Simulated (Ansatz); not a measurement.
What does this script print? It uses Ansatz 0.2.0, Python API.

`methods.py`:
```python
from pathlib import Path

import ansatz as az
import numpy as np

GEOMETRY = """
Cl    1.75480   -0.56140   -0.19480
B     0.00000   -0.00000    0.00000
Cl   -1.14490   -1.35620   -0.53130
Cl   -0.32090    0.41880    1.77600
Cl   -0.28900    1.49890   -1.04990
"""


def main() -> None:
    system = az.Crystal.molecule()
    for line in GEOMETRY.strip().splitlines():
        symbol, *xyz = line.split()
        system = system.atom(symbol, [float(v) for v in xyz])

    setup = system.calculation().basis(gaussian="cc-pVDZ").charge(-1)

    print("functional    E (Ha)        dipole (D)   HOMO (eV)  LUMO (eV)")
    for name in ["lda", "lc_wpbe", "revpbe", "b3lyp"]:
        rep = setup.functional(name).forces().orbitals().run(threads=1, runs_dir="runs").report
        lines = Path(rep["orbitals_path"]).read_text().splitlines()
        field_of = lambda key: [line.split("=")[1].strip() for line in lines if line.startswith(key)]
        orbitals = [(27.211386 * float(e), s, float(n)) for e, s, n in zip(field_of("Ene="), field_of("Spin="), field_of("Occup="))]
        homo = max(e for e, _, n in orbitals if n > 0.5)
        lumo = min(e for e, _, n in orbitals if n < 0.5)
        dipole = 4.803205 * np.linalg.norm(rep["charge_distribution"]["dipole_moment_e_ang"])
        print(f"{name:10s} {rep['free_energy_ev'] / 27.211386246:14.6f} {dipole:9.3f} {homo:11.3f} {lumo:10.3f}")


if __name__ == "__main__":
    main()
```

```console
$ python methods.py
functional    E (Ha)        dipole (D)   HOMO (eV)  LUMO (eV)
lda          -1859.696880     0.000      -1.916      6.013
lc_wpbe      -1865.400571     0.000      -6.174      9.730
revpbe       -1865.566753     0.000      -1.796      6.185
b3lyp        -1865.975020     0.000      -2.947      6.996
```

Total energies depend on the basis set; only differences at equal settings carry meaning. The geometry is a force-field or estimated start, not a minimum of this method, and the basis set is short of its limit. A lower total doesn't mark the better method: functionals have no common bound, and MP2 and coupled cluster aren't variational. An ion's dipole depends on the origin; the program takes it about the centre of nuclear charge. b3lyp holds the VWN-RPA fit, as in Gaussian; the form of ORCA and Turbomole is b3lyp5. Levels such as HOMO and LUMO are orbital energies: with these approximate functionals they aren't the ionisation energy and electron affinity, and their gap isn't the fundamental gap. For Al to Cl the sets with a tight d function, cc-pV(X+d)Z, are usual. Anions want diffuse functions, which this basis lacks. Timing: 15 s on 1 thread of Arm Neoverse V1, on a shared host, peak memory 0.27 GiB.
